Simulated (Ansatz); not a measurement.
This script drives Ansatz 0.2.0 through its Python package.

Script `gd.py`:
```python
import ansatz as az
import numpy as np
from tabulate import tabulate


def count_gap(report):
    # lowest empty less highest filled band, counting bands; zero where they overlap
    return max(report.get("gap_by_band_count_ev") or 0.0, 0.0)

CELL = [
    (0.0, 2.585819, 2.585819),
    (5.171638, 0.0, 5.171638),
    (2.585819, 2.585819, 0.0),
]
ATOMS = [
    ("Gd", (0.0, 0.0, 0.0)),
    ("Gd", (0.0, 0.5, 0.0)),
]


def with_moments(moments):
    crystal = az.Crystal(lattice=az.Lattice.of(CELL))
    for (symbol, position), moment in zip(ATOMS, moments):
        crystal = crystal.atom(symbol, position, moment=moment or None)
    return crystal


def main() -> None:
    orders = {
        "FM": [5.6, 5.6],
        "AFM": [5.6, -5.6],
    }

    rows = []
    for label, moments in orders.items():
        calc = (
            with_moments(moments).calculation()
            .kpoints(11, 11, 11)
            .functional("pbesol")
            .occupations("Fermi-Dirac", width=0.1)
            .basis(470)
            .spin("collinear")
            .band_table()
        )
        rep = calc.run().report
        rows.append((label, rep["free_energy_ev"], rep["magnetization_mub"], rep["absolute_magnetization_mub"], max(abs(m) for m in rep["site_moments_mub"]), count_gap(rep)))
        print(label, "site moments:", [round(m, 2) for m in rep["site_moments_mub"]])

    lowest = min(row[1] for row in rows)
    rows = [(row[0], 1000 * (row[1] - lowest) / 2, *row[2:]) for row in sorted(rows, key=lambda row: row[1])]
    print(tabulate(rows, headers=["order", "meV/magnetic atom", "net muB", "absolute muB", "largest site muB", "gap by band count eV"], floatfmt=".4f", tablefmt="pipe"))
    print("lowest of these starts:", rows[0][0])


if __name__ == "__main__":
    main()
```

It is started by `python gd.py`. How long does it take on 1 thread of Intel(R) Xeon(R) Processor @ 2.30GHz, on a shared host, and how much memory does it need?

It took about 48 s, with a peak of 0.92 GiB, for 2 runs of the engine.

```console
$ python gd.py
DeckWarning: where an SCF of this run starts from atoms to list the orders of its open shells, Gd (sites 0, 1, from 0) starts with 6.64 μB on its 4f shell, in the place of the 5.60 μB that the deck gives it: an open f shell starts with all that it can hold by Hund's first rule. To start from spheres of the given moment, type scf.initial_density.shell_occupations: []
FM site moments: [7.24, 7.24]
DeckWarning: where an SCF of this run starts from atoms to list the orders of its open shells, Gd (site 0, from 0) starts with 6.64 μB on its 4f shell, in the place of the 5.60 μB that the deck gives it: an open f shell starts with all that it can hold by Hund's first rule. To start from spheres of the given moment, type scf.initial_density.shell_occupations: []
DeckWarning: where an SCF of this run starts from atoms to list the orders of its open shells, Gd (site 1, from 0) starts with -6.64 μB on its 4f shell, in the place of the -5.60 μB that the deck gives it: an open f shell starts with all that it can hold by Hund's first rule. To start from spheres of the given moment, type scf.initial_density.shell_occupations: []
AFM site moments: [7.2, -7.2]
| order   |   meV/magnetic atom |   net muB |   absolute muB |   largest site muB |   gap by band count eV |
|:--------|--------------------:|----------:|---------------:|-------------------:|-----------------------:|
| AFM     |              0.0000 |    0.0000 |        14.6844 |             7.2032 |                 0.0000 |
| FM      |             18.4225 |   14.9146 |        14.9146 |             7.2378 |                 0.0000 |
lowest of these starts: AFM
```
(Warnings from the package without file and line.)

In order of energy: antiferro- or ferrimagnetic (+0.0 meV an atom, largest site moment 7.20 μB) and ferromagnetic (+18.4 meV an atom, largest site moment 7.24 μB). These are the states reached from the starts typed.

Reading the output:
- Open f shells: without a Hubbard U, without spin-orbit coupling; the state reached hangs on the start and needn't be the lowest.
- A gap by band count of zero or less means overlapping bands, a metal.
- This isn't the structure that Gd takes at ambient conditions.
- Levels are Kohn-Sham eigenvalues on this mesh, without spin-orbit coupling.
- Each row is the state reached from that start at the given structure, not necessarily the lowest of its order; other orders weren't tried.
